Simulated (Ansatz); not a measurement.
Input of an Ansatz 0.2.0 run:

input.yaml

```yaml
crystal:
  lattice:
    - [4.1981056157, 0.0, 0.0]
    - [-2.0990528078, 3.6356661109, 0.0]
    - [0.0, 0.0, 3.306847]
  atoms:
    - { symbol: Sn, position: [0.3333333333, 0.6666666667, 0.5] }
    - { symbol: Al, position: [0.0, 0.0, 0.0] }
hamiltonian:
  xc: pbesol
  pseudopotentials: { kind: paw }
kpoints:
  mp_grid: { grid: [7, 7, 8] }
  band_path:
    path:
      - [[0.0, 0.0, 0.0], [0.5, 0.0, 0.0], [0.3333333333, 0.3333333333, 0.0], [0.0, 0.0, 0.0], [0.0, 0.0, 0.5], [0.5, 0.0, 0.5], [0.3333333333, 0.3333333333, 0.5], [0.0, 0.0, 0.5]]
      - [[0.5, 0.0, 0.5], [0.5, 0.0, 0.0]]
      - [[0.3333333333, 0.3333333333, 0.0], [0.3333333333, 0.3333333333, 0.5]]
    npoints: 14
scf:
  occupations: { method: fermi_dirac, width: 0.05 }
  n_extra_bands: 6
output:
  forces: true
  stress: true
  eigenvalues: true
  fatbands: false
```

Potentials or basis: Ansatz PAW.

Command:

```bash
$ ansatz run input.yaml --threads 2 --pin off --max-ram 5632MiB --backend cpu --events-out ev --progress --plain --runs-dir out
```

**Question.** Estimate the pressure.

**Answer.** -1.8 GPa.

**Question.** What does it give for the band gap on the k mesh?

**Answer.** None (metal or under the smearing width).

Stress tensor (GPa, compression positive):
```
-1.86  0.00  0.00
 0.00 -1.86  0.00
 0.00  0.00 -1.68
```

Caveat: spin-orbit coupling is left out, which moves the levels of the heavy elements; the PAW data sets come from PBE, with cores solved anew for the run's functional, which leaves a small shift of forces and pressure.
